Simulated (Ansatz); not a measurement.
**Alloy of BaZrO3 and BaHfO3 (3 of 8 Zr sites exchanged), 40 atoms**

Wanted: the relaxed alloy cell and its gap (PBEsol and HSE06).

Program: Ansatz 0.2.0, PAW, plane waves. These are calculated values, not measurements.

## 1. Starting point

40 atoms (8 Ba, 5 Zr, 3 Hf, 24 O); a = 8.344 Å, b = 8.344 Å, c = 8.344 Å, α = 90.00°, β = 90.00°, γ = 90.00°. All atoms were shaken off their sites by about 0.02 Å along each axis.

Steps to follow: (2) PBEsol cell relaxation at the single k point (¼, ¼, ¼), on 7 threads of Arm Neoverse-V2; (3) HSE06 single point at the Γ point alone, on 7 threads of Arm Neoverse-V2.

## 2. PBEsol relaxation of the cell and the positions

Contents of in.yaml:

```yaml
crystal:
  lattice:
    - [8.344187, 0.000000, 0.000000]
    - [0.000000, 8.344187, 0.000000]
    - [0.000000, 0.000000, 8.344187]
  atoms:
    - { symbol: Ba, position: [0.999748, 0.002761, 0.000425] }
    - { symbol: Ba, position: [0.996346, 0.000380, 0.500388] }
    - { symbol: Ba, position: [0.003024, 0.497841, 0.001254] }
    - { symbol: Ba, position: [0.996083, 0.496056, 0.497978] }
    - { symbol: Ba, position: [0.498031, 0.000124, 0.996609] }
    - { symbol: Ba, position: [0.502247, 0.002863, 0.501857] }
    - { symbol: Ba, position: [0.500752, 0.499742, 0.998145] }
    - { symbol: Ba, position: [0.499356, 0.498588, 0.501789] }
    - { symbol: Zr, position: [0.254064, 0.251874, 0.251068] }
    - { symbol: Zr, position: [0.255273, 0.750798, 0.250952] }
    - { symbol: Zr, position: [0.252273, 0.751239, 0.748245] }
    - { symbol: Zr, position: [0.747988, 0.249107, 0.251689] }
    - { symbol: Zr, position: [0.748310, 0.748789, 0.247235] }
    - { symbol: Hf, position: [0.248836, 0.248993, 0.753314] }
    - { symbol: Hf, position: [0.748996, 0.248490, 0.748090] }
    - { symbol: Hf, position: [0.753785, 0.755482, 0.750944] }
    - { symbol: O, position: [0.248087, 0.250825, 0.000652] }
    - { symbol: O, position: [0.246836, 0.251645, 0.502316] }
    - { symbol: O, position: [0.248054, 0.750311, 0.996303] }
    - { symbol: O, position: [0.249117, 0.746449, 0.498892] }
    - { symbol: O, position: [0.753841, 0.249122, 0.998161] }
    - { symbol: O, position: [0.748424, 0.251443, 0.496171] }
    - { symbol: O, position: [0.751512, 0.754615, 0.999355] }
    - { symbol: O, position: [0.749218, 0.750695, 0.502683] }
    - { symbol: O, position: [0.003107, 0.252747, 0.247217] }
    - { symbol: O, position: [0.999074, 0.250780, 0.751943] }
    - { symbol: O, position: [0.998221, 0.751065, 0.250842] }
    - { symbol: O, position: [0.001078, 0.748011, 0.749828] }
    - { symbol: O, position: [0.497760, 0.249548, 0.247528] }
    - { symbol: O, position: [0.500900, 0.248176, 0.745448] }
    - { symbol: O, position: [0.495703, 0.750990, 0.249467] }
    - { symbol: O, position: [0.498441, 0.751692, 0.749193] }
    - { symbol: O, position: [0.246238, 0.004014, 0.252785] }
    - { symbol: O, position: [0.249539, 0.000982, 0.748504] }
    - { symbol: O, position: [0.246876, 0.496538, 0.249947] }
    - { symbol: O, position: [0.250225, 0.496452, 0.748344] }
    - { symbol: O, position: [0.747808, 0.999197, 0.250708] }
    - { symbol: O, position: [0.749974, 0.997212, 0.748694] }
    - { symbol: O, position: [0.749284, 0.501485, 0.245724] }
    - { symbol: O, position: [0.750259, 0.498369, 0.749646] }
  symmetry: { detect: false }
kpoints:
  mp_grid: { grid: [1, 1, 1], shift: [0.25, 0.25, 0.25] }
hamiltonian:
  xc: pbesol
scf:
  occupations: { method: fermi_dirac, width: 0.01 }
relax:
  f_tol: 0.03
  max_steps: 80
  escape_saddle: false
  adjacent_minimum: "off"
  cell: { fix: [shape] }
output:
  forces: true
  eigenvalues: true
  populations: true
```

Further steps of the session: HSE06 single point.

Q: Predict the outcome of this session. Wanted: for each run, top filled to lowest empty.

As calculated:

| level | time | k points | top filled to lowest empty (eV) |
| --- | --- | --- | --- |
| PBEsol, relaxation | 38 s (7 CPU threads) | (¼, ¼, ¼) | 4.10 |
| HSE06 | 1.9 min (7 CPU threads) | Γ | 4.68 |

| quantity | value |
| --- | --- |
| relaxation | 6 recorded steps, 0.28 eV gained |
| largest shift | 0.07 Å (O21) |
| relaxed cell | a = 8.343 Å, b = 8.343 Å, c = 8.343 Å, α = 90.00°, β = 90.00°, γ = 90.00° |
| mean bonds | Ba–O 2.950, Hf–O 2.082, O–Zr 2.089 Å |

**What this shows.** Relaxation gains 0.28 eV, with shifts up to 0.07 Å (O21), while the volume changes by -0.0 %. The mean lengths of the listed bonds run from Hf–O 2.08 Å to Ba–O 2.95 Å. Rows on different k points differ by sampling as well as by level. With one k point the spacing samples only the states that fold onto it, so it can exceed the gap over the zone.
